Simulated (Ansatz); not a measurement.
**C₂H₄AlNS: a ladder of functionals and wavefunction methods**

An exercise on one series of results from a longer session: the logs are not shown, and one member is left open.

Program: Ansatz 0.2.0, Gaussian basis. Level of theory: functionals in def2-TZVPP, the program's frozen cores in correlated methods. These are calculated values, not measurements.

The runs, in order: LDA (SPW92), PBE-D4, revPBE-D4, BLYP-D4, r2SCAN-D4, B97M-V, PBE0-D4, B3LYP-D4, r2SCANh-D4, r2SCAN0-D4, HSE06-D4, BHLYP-D4, CAM-B3LYP-D4, LC-ωPBE, ωB97X-V, ωB97M-V, B2PLYP, PBE-QIDH; CCSD(T)/def2-SVP; CCSD(T)/def2-TZVPP; MP2/def2-QZVPP; extrapolation to the limit; RPA on PBE.

### Structure used throughout

An earlier PBE0-D4 in a triple-zeta def2 set relaxation fixed the geometry.

SMILES `[NH2][Al]1[CH]=[C]1S`, 9 atoms, charge 0, spin multiplicity 1.

Atoms are counted from 1 here; the program's logs count them from 0.

Bond lengths: N1–Al2 1.754 Å, N1–H6 1.006 Å, N1–H7 1.006 Å, Al2–C3 1.838 Å, Al2–C4 1.863 Å, C3–C4 1.376 Å, C3–H8 1.088 Å, C4–S5 1.731 Å, S5–H9 1.342 Å. Angles: Al2–N1–H6 124.8°, Al2–N1–H7 124.7°, H6–N1–H7 110.6°, N1–Al2–C3 160.5°, N1–Al2–C4 155.9°, C3–Al2–C4 43.6°, Al2–C3–C4 69.1°, Al2–C3–H8 163.3°, C4–C3–H8 127.6°, Al2–C4–C3 67.2°, Al2–C4–S5 165.4°, C3–C4–S5 127.3°, C4–S5–H9 97.7°.

Geometry (Å):

```
N     0.7042    0.6849   -2.1400
Al    0.3255   -0.0978   -0.6163
C     0.2393   -1.3790    0.6993
C    -0.3993   -0.2261    1.0948
S    -1.1993    0.0672    2.6016
H     0.4402    1.6249   -2.3832
H     1.2164    0.2553   -2.8922
H     0.3516   -2.3026    1.2629
H    -1.5900    1.3271    2.3561
```

The first run:

in.yaml reads:

```yaml
crystal:
  periodic: [false, false, false]
  atoms:
    - {symbol: N, position_ang: [0.704226, 0.684931, -2.139999]}
    - {symbol: Al, position_ang: [0.325483, -0.097789, -0.616292]}
    - {symbol: C, position_ang: [0.239255, -1.379029, 0.699268]}
    - {symbol: C, position_ang: [-0.399330, -0.226070, 1.094801]}
    - {symbol: S, position_ang: [-1.199325, 0.067154, 2.601574]}
    - {symbol: H, position_ang: [0.440214, 1.624939, -2.383236]}
    - {symbol: H, position_ang: [1.216420, 0.255264, -2.892217]}
    - {symbol: H, position_ang: [0.351568, -2.302604, 1.262915]}
    - {symbol: H, position_ang: [-1.590012, 1.327103, 2.356087]}
basis:
  gaussian: {orbitals: def2-TZVPP}
hamiltonian: {xc: lda}
output: {orbitals: {seedname: orbitals}}
```

Run with:

```console
$ ansatz run in.yaml --threads 2 --pin off --events-out ev --progress --plain --max-ram 4352MiB
```

Steps of the session up to this table: LDA; PBE-D4 (GGA); revPBE-D4 (GGA); BLYP-D4 (GGA); r2SCAN-D4 (meta-GGA); B97M-V (meta-GGA); PBE0-D4 (hybrid); B3LYP-D4 (hybrid); r2SCANh-D4 (hybrid); r2SCAN0-D4 (hybrid); HSE06-D4 (hybrid); BHLYP-D4 (hybrid); CAM-B3LYP-D4 (range-separated); LC-ωPBE (range-separated); ωB97X-V (range-separated); ωB97M-V (range-separated); B2PLYP (double hybrid); PBE-QIDH (double hybrid).

One of the session's tables, all rows but one given; the rest of the session is left out.

It belongs to the step «Frontier levels by functional». 

| functional | HOMO (eV) | gap (eV) |
| --- | --- | --- |
| LDA (SPW92) | -5.48 | 3.70 |
| PBE-D4 | -5.36 | 3.76 |
| revPBE-D4 | -5.31 | 3.81 |
| BLYP-D4 | -5.18 | 3.64 |
| r2SCAN-D4 | -5.56 | 4.36 |
| B97M-V | -5.56 | 4.14 |
| PBE0-D4 | -6.41 | 5.62 |
| B3LYP-D4 | -6.17 | 5.11 |
| r2SCANh-D4 | -5.95 | 5.02 |
| r2SCAN0-D4 | -6.54 | 5.98 |
| HSE06-D4 | -6.02 | 4.86 |
| BHLYP-D4 | -7.27 | 7.20 |
| CAM-B3LYP-D4 | ? | ? |
| LC-ωPBE | -8.96 | 10.25 |
| ωB97X-V | -8.60 | 9.70 |
| ωB97M-V | -8.47 | 9.23 |

Estimate the missing values for CAM-B3LYP-D4.

As computed: HOMO (eV): -7.61; gap (eV): 7.71. In the column «HOMO (eV)» it lies between ωB97M-V (-8.47) and BHLYP-D4 (-7.27).
